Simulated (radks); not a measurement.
# Ti⁴⁺ in [He] 2s2 2p5 3s2 3p6 4f1: an all-electron calculation

The task here is to estimate one member of a computed series from the others.

Program: radks (a radial shooting solver on a logarithmic mesh, Libxc functionals) version 1. Level of theory: scalar-relativistic Kohn-Sham, SCAN, spin-unpolarised, spherical densities, finite nucleus. These are calculated values, not measurements, unless marked.

## The system

| Item | Value |
| --- | --- |
| element | titanium (Z = 22) |
| charge | +4 |
| electrons | 18 |
| configuration | [He] 2s2 2p5 3s2 3p6 4f1 |
| nuclear rms radius | 3.5921 fm |

The outer shells:

Ti⁴⁺
```
[He] core
2s [↑↓]
2p [↑↓][↑↓][↑ ]
3s [↑↓]
3p [↑↓][↑↓][↑↓]
4f [↑ ][  ][  ][  ][  ][  ][  ]
```

The first run:

Input:

```text
Z 22
configuration [He] 2s2 2p5 3s2 3p6 4f1 4s0 3d0
relativity scalar-relativistic
functional scan,scan
spin unpolarised
nucleus finite rms 3.5921 fm
c 137.035999084
```

Started as:

```bash
$ python run_ks.py task.json out
```

This one command runs every case of the session in turn.

Among the steps run: Self-consistent calculation.

One table of the session follows, with a row left open; its other results are not shown here.

It belongs to the step «Orbitals and density». Sizes of the orbitals, from the radial functions (bohr):

| level | <r> | outermost maximum (interpolated) | 90 % within | nodes |
| --- | --- | --- | --- | --- |
| 1s | 0.06957 | 0.0456 | 0.124 | 0 |
| 2s | ? | ? | ? | ? |
| 2p | 0.2830 | 0.217 | 0.463 | 0 |
| 3s | 0.9282 | 0.825 | 1.37 | 2 |
| 3p | 0.9600 | 0.836 | 1.45 | 1 |
| 3d | 1.003 | 0.787 | 1.60 | 0 |
| 4s | 2.303 | 2.13 | 3.29 | 3 |
| 4f | 3.474 | 3.10 | 5.09 | 0 |

Q: Estimate the row for 2s from the others.

The run gave: <r>: 0.3187; outermost maximum (interpolated): 0.266; 90 % within: 0.494; nodes: 1. In the column «<r>» it lies between 2p (0.2830) and 3s (0.9282).
